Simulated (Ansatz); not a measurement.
# In: biaxial against axial strain

Aim: for In, strain the cell in the xy plane and along z independently.

Method: DFT PBEsol, scalar-relativistic, plane waves, PAW, in Ansatz 0.2.0.

## Step 1: Starting point

Symmetry: Im-3m, No. 229, cubic system. The conventional cell has a = 3.765 Å, b = 3.765 Å, c = 3.765 Å, α = 90.00°, β = 90.00°, γ = 90.00°. Around In (site symmetry m-3m) lie 8 In at 3.26 Å.

Structure file:

```xyz
1
Lattice="-1.8825 1.8825 1.8825 1.8825 -1.8825 1.8825 1.8825 1.8825 -1.8825" Properties=species:S:1:pos:R:3 pbc="T T T"
In    0.0000    0.0000    0.0000
```

It goes back to an entry of the Materials Project, which need not be the stable form.

The cell is taken as given, not relaxed at this level.

## Step 2: The undisturbed cell

input.yaml reads:

```yaml
crystal:
  lattice:
    - [-1.88252524, 1.88252524, 1.88252524]
    - [1.88252524, -1.88252524, 1.88252524]
    - [1.88252524, 1.88252524, -1.88252524]
  atoms:
    - { symbol: In, position: [0.0, 0.0, 0.0] }
basis:
  ecutwfc: 420
kpoints:
  mp_grid: { grid: [18, 18, 18] }
hamiltonian:
  xc: pbesol
scf:
  occupations: { method: gaussian, width: 0.15 }
output:
  forces: true
  stress: true
  eigenvalues: true
```

## Step 3: The scan: biaxial against axial strain

The cell is strained by p along both x and y and by q along z, with fractional coordinates fixed.

## Step 4: Point p = -0.030, q = -0.030

Changes to input.yaml since step 2:

```diff
@@ -2,5 +2,5 @@
   lattice:
-    - [-1.88252524, 1.88252524, 1.88252524]
-    - [1.88252524, -1.88252524, 1.88252524]
-    - [1.88252524, 1.88252524, -1.88252524]
+    - [-1.8260494828, 1.8260494828, 1.8260494828]
+    - [1.8260494828, -1.8260494828, 1.8260494828]
+    - [1.8260494828, 1.8260494828, -1.8260494828]
   atoms:
```

## Step 5: At p = -0.030, q = 0.000

Changes to input.yaml since step 4:

```diff
@@ -2,5 +2,5 @@
   lattice:
-    - [-1.8260494828, 1.8260494828, 1.8260494828]
-    - [1.8260494828, -1.8260494828, 1.8260494828]
-    - [1.8260494828, 1.8260494828, -1.8260494828]
+    - [-1.8260494828, 1.8260494828, 1.88252524]
+    - [1.8260494828, -1.8260494828, 1.88252524]
+    - [1.8260494828, 1.8260494828, -1.88252524]
   atoms:
```

## Step 6: At p = -0.030, q = 0.030

Changes to input.yaml since step 5:

```diff
@@ -2,5 +2,5 @@
   lattice:
-    - [-1.8260494828, 1.8260494828, 1.88252524]
-    - [1.8260494828, -1.8260494828, 1.88252524]
-    - [1.8260494828, 1.8260494828, -1.88252524]
+    - [-1.8260494828, 1.8260494828, 1.9390009972]
+    - [1.8260494828, -1.8260494828, 1.9390009972]
+    - [1.8260494828, 1.8260494828, -1.9390009972]
   atoms:
```

## Step 7: p = 0.000, q = -0.030

Changes to input.yaml since step 6:

```diff
@@ -2,5 +2,5 @@
   lattice:
-    - [-1.8260494828, 1.8260494828, 1.9390009972]
-    - [1.8260494828, -1.8260494828, 1.9390009972]
-    - [1.8260494828, 1.8260494828, -1.9390009972]
+    - [-1.88252524, 1.88252524, 1.8260494828]
+    - [1.88252524, -1.88252524, 1.8260494828]
+    - [1.88252524, 1.88252524, -1.8260494828]
   atoms:
```

## Step 8: At p = 0.000, q = 0.030

Changes to input.yaml since step 7:

```diff
@@ -2,5 +2,5 @@
   lattice:
-    - [-1.88252524, 1.88252524, 1.8260494828]
-    - [1.88252524, -1.88252524, 1.8260494828]
-    - [1.88252524, 1.88252524, -1.8260494828]
+    - [-1.88252524, 1.88252524, 1.9390009972]
+    - [1.88252524, -1.88252524, 1.9390009972]
+    - [1.88252524, 1.88252524, -1.9390009972]
   atoms:
```

## Step 9: At p = 0.030, q = -0.030

Changes to input.yaml since step 8:

```diff
@@ -2,5 +2,5 @@
   lattice:
-    - [-1.88252524, 1.88252524, 1.9390009972]
-    - [1.88252524, -1.88252524, 1.9390009972]
-    - [1.88252524, 1.88252524, -1.9390009972]
+    - [-1.9390009972, 1.9390009972, 1.8260494828]
+    - [1.9390009972, -1.9390009972, 1.8260494828]
+    - [1.9390009972, 1.9390009972, -1.8260494828]
   atoms:
```

## Step 10: Point p = 0.030, q = 0.000

Changes to input.yaml since step 9:

```diff
@@ -2,5 +2,5 @@
   lattice:
-    - [-1.9390009972, 1.9390009972, 1.8260494828]
-    - [1.9390009972, -1.9390009972, 1.8260494828]
-    - [1.9390009972, 1.9390009972, -1.8260494828]
+    - [-1.9390009972, 1.9390009972, 1.88252524]
+    - [1.9390009972, -1.9390009972, 1.88252524]
+    - [1.9390009972, 1.9390009972, -1.88252524]
   atoms:
```

## Step 11: Point p = 0.030, q = 0.030

Changes to input.yaml since step 10:

```diff
@@ -2,5 +2,5 @@
   lattice:
-    - [-1.9390009972, 1.9390009972, 1.88252524]
-    - [1.9390009972, -1.9390009972, 1.88252524]
-    - [1.9390009972, 1.9390009972, -1.88252524]
+    - [-1.9390009972, 1.9390009972, 1.9390009972]
+    - [1.9390009972, -1.9390009972, 1.9390009972]
+    - [1.9390009972, 1.9390009972, -1.9390009972]
   atoms:
```

## Step 12: At p = -0.030, q = -0.015

Changes to input.yaml since step 11:

```diff
@@ -2,5 +2,5 @@
   lattice:
-    - [-1.9390009972, 1.9390009972, 1.9390009972]
-    - [1.9390009972, -1.9390009972, 1.9390009972]
-    - [1.9390009972, 1.9390009972, -1.9390009972]
+    - [-1.8260494828, 1.8260494828, 1.8542873614]
+    - [1.8260494828, -1.8260494828, 1.8542873614]
+    - [1.8260494828, 1.8260494828, -1.8542873614]
   atoms:
```

(Steps that only read results are left out.)

What does the calculation give? Wanted: highest point; lowest point away from the origin.

As calculated:

```
                         quantity                                     value
                    highest point  42.3 meV/atom at (p, q) = (0.030, 0.030)
lowest point away from the origin          -4.6 meV/atom at (-0.030, 0.030)
```

What this shows: Of the points run, the lowest is (-0.030, 0.030), 4.6 meV/atom below the undisturbed cell, which was taken as given and not relaxed at this level. At |p| = |q| = 0.030, points where p and q have the same sign cost 25.5 meV/atom on average, those of opposite sign 2.5: stretching in the plane is cheaper with a contraction along z.
